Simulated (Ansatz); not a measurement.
**CH₃BrGaO radical: small, medium and large basis sets**

One table from this session's results is given with a row withheld; the runs are named, their logs left out.

Program: Ansatz 0.2.0, Gaussian basis. Level of theory: one geometry, several basis sets. These are calculated values, not measurements.

The runs, in order: PBE0-D4/def2-SVP; ωB97M-V/def2-SVP; PBE0-D4/def2-QZVPP; ωB97M-V/def2-QZVPP; the functionals' def2-TZVPP values are taken from earlier runs.

**Structure used throughout**

The geometry comes from an earlier relaxation with PBE0-D4 in a triple-zeta def2 set; it is a stationary point, not always the lowest conformer.

7 atoms, charge 0, spin multiplicity 2.

Atoms are counted from 1 here; the program's logs count them from 0.

Bond lengths: C1–O2 1.406 Å, C1–H5 1.094 Å, C1–H6 1.096 Å, C1–H7 1.096 Å, O2–Ga3 1.793 Å, Ga3–Br4 2.317 Å. Angles: O2–C1–H5 107.8°, O2–C1–H6 112.0°, O2–C1–H7 112.7°, H5–C1–H6 108.0°, H5–C1–H7 107.8°, H6–C1–H7 108.4°, C1–O2–Ga3 127.1°, O2–Ga3–Br4 114.5°.

Set-up of the first run:

in.yaml

```yaml
crystal:
  periodic: [false, false, false]
  atoms:
    - {symbol: C, position_ang: [0.604293, 0.903318, 0.257460]}
    - {symbol: O, position_ang: [-0.372762, 0.048768, -0.281933]}
    - {symbol: Ga, position_ang: [-0.508476, -1.724166, -0.048662]}
    - {symbol: Br, position_ang: [-2.321575, -2.698830, -1.113026]}
    - {symbol: H, position_ang: [0.495606, 1.880275, -0.222028]}
    - {symbol: H, position_ang: [0.478301, 1.040769, 1.337095]}
    - {symbol: H, position_ang: [1.624613, 0.549856, 0.071084]}
basis:
  gaussian: {orbitals: def2-SVP}
magnetization: {spin_polarized: true, initial_magnetization: 1}
hamiltonian: {xc: pbe0, dispersion: d4}
output: {orbitals: {seedname: orbitals}}
```

Among the steps run: PBE0-D4 in def2-SVP; ωB97M-V in def2-SVP; PBE0-D4 in def2-QZVPP; ωB97M-V in def2-QZVPP.

One table of the session follows, with a row left open; its other results are not shown here.

It belongs to the step «Density functionals: the series». 

| functional | basis | HOMO (eV) | LUMO (eV) |
| --- | --- | --- | --- |
| PBE0-D4 | def2-SVP | -6.49 | -3.54 |
| PBE0-D4 | def2-TZVPP | -6.56 | -3.60 |
| PBE0-D4 | def2-QZVPP | ? | ? |
| ωB97M-V | def2-SVP | -8.51 | -1.88 |
| ωB97M-V | def2-TZVPP | -8.58 | -1.95 |
| ωB97M-V | def2-QZVPP | -8.62 | -2.03 |

**Question.** Estimate the row for PBE0-D4, def2-QZVPP.

The run gave: HOMO (eV): -6.59; LUMO (eV): -3.63. In the column «HOMO (eV)» it lies between ωB97M-V, def2-SVP (-8.51) and PBE0-D4, def2-TZVPP (-6.56).
